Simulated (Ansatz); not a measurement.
# CH9AlOSi2: a ladder of functionals and wavefunction methods

How much do the methods differ for CH9AlOSi2? The plan is to run it at one geometry with functionals of several rungs and with coupled cluster, and see how far each lands from CCSD(T) at the basis-set limit for the atomisation energy.

Method: functionals in def2-TZVPP, the program's frozen cores in correlated methods; program: Ansatz 0.2.0, Gaussian basis.

Levels to be run: PBE-D4, r2SCAN-D4, PBE0-D4, B3LYP-D4, ωB97X-V, ωB97M-V, B2PLYP; CCSD(T)/def2-TZVPP; MP2/def2-QZVPP; extrapolation to the limit.

## 1. Structure used throughout

An earlier PBE0-D4 in a triple-zeta def2 set relaxation fixed the geometry.

SMILES `[CH3][Al]([SiH3])[O][SiH3]`, 14 atoms, charge 0, spin multiplicity 1.

Atoms are counted from 1 here; the program's logs count them from 0.

Bond lengths: C1–Al2 1.943 Å, C1–H6 1.092 Å, C1–H7 1.095 Å, C1–H8 1.095 Å, Al2–Si3 2.455 Å, Al2–O4 1.692 Å, Si3–H9 1.492 Å, Si3–H10 1.492 Å, Si3–H11 1.491 Å, O4–Si5 1.624 Å, Si5–H12 1.489 Å, Si5–H13 1.487 Å, Si5–H14 1.487 Å. Angles: Al2–C1–H6 112.2°, Al2–C1–H7 111.2°, Al2–C1–H8 110.6°, H6–C1–H7 108.3°, H6–C1–H8 107.9°, H7–C1–H8 106.4°, C1–Al2–Si3 125.6°, C1–Al2–O4 118.8°, Si3–Al2–O4 115.6°, Al2–Si3–H9 111.4°, Al2–Si3–H10 110.8°, Al2–Si3–H11 112.7°, H9–Si3–H10 106.9°, H9–Si3–H11 107.5°, H10–Si3–H11 107.1°, Al2–O4–Si5 160.4°, O4–Si5–H12 111.0°, O4–Si5–H13 110.0° and more.

## 2. PBE-D4 (GGA)

in.yaml reads:

```yaml
crystal:
  periodic: [false, false, false]
  atoms:
    - {symbol: C, position_ang: [-1.749071, 1.713197, 0.569714]}
    - {symbol: Al, position_ang: [-0.325265, 0.417972, 0.303261]}
    - {symbol: Si, position_ang: [1.433941, -0.128557, 1.926331]}
    - {symbol: O, position_ang: [-0.255971, -0.426571, -1.161593]}
    - {symbol: Si, position_ang: [0.253215, -1.450337, -2.314743]}
    - {symbol: H, position_ang: [-2.335659, 1.873520, -0.337856]}
    - {symbol: H, position_ang: [-1.350154, 2.678526, 0.896994]}
    - {symbol: H, position_ang: [-2.432319, 1.378147, 1.357737]}
    - {symbol: H, position_ang: [1.550756, -1.601885, 2.127082]}
    - {symbol: H, position_ang: [2.763863, 0.352031, 1.449027]}
    - {symbol: H, position_ang: [1.197218, 0.488617, 3.263006]}
    - {symbol: H, position_ang: [1.514038, -2.129398, -1.905183]}
    - {symbol: H, position_ang: [0.505190, -0.707004, -3.578123]}
    - {symbol: H, position_ang: [-0.782681, -2.487459, -2.566854]}
basis:
  gaussian: {orbitals: def2-TZVPP}
hamiltonian: {xc: pbe, dispersion: d4}
output: {forces: true, orbitals: {seedname: orbitals}}
```

Command:

```
ansatz run in.yaml --threads 4 --pin off --events-out ev --progress --plain --max-ram 10444MiB
```

After this run come: r2SCAN-D4 (meta-GGA); PBE0-D4 (hybrid); B3LYP-D4 (hybrid); ωB97X-V (range-separated); ωB97M-V (range-separated); B2PLYP (double hybrid); CCSD(T) in def2-TZVPP; MP2 in def2-QZVPP.

Q: Predict the results of all the runs planned. Wanted: atomisation energy, CCSD(T)/CBS; farthest; mean size of error, hybrid; mean size of error, range-separated; gap, smallest and largest; T1 diagnostic; triples share of the correlation energy.

**Answer**, as computed:

```
                               quantity                                  value
        atomisation energy, CCSD(T)/CBS                              48.696 eV
    functionals within 0.243 eV (0.5 %)  r2SCAN-D4, B3LYP-D4, ωB97X-V, ωB97M-V
                               farthest                    PBE0-D4 (-0.742 eV)
             mean size of error, hybrid                               0.486 eV
    mean size of error, range-separated                               0.121 eV
              gap, smallest and largest   4.20 eV (PBE-D4), 10.25 eV (ωB97X-V)
                          T1 diagnostic                                 0.0123
triples share of the correlation energy                                  3.3 %
```

PBE-D4 misses by -0.461 eV. Double hybrids carry the basis error of their MP2 part in triple zeta, and no dispersion term here, so their miss is partly the set-up's. Misses under about 0.243 eV are within the doubt on the reference itself, which lacks core-valence correlation, relativity and higher excitations. Hartree-Fock recovers 76 % of the binding; the rest is correlation. Orbital gaps span 4.2 to 10.3 eV; exact exchange widens them.
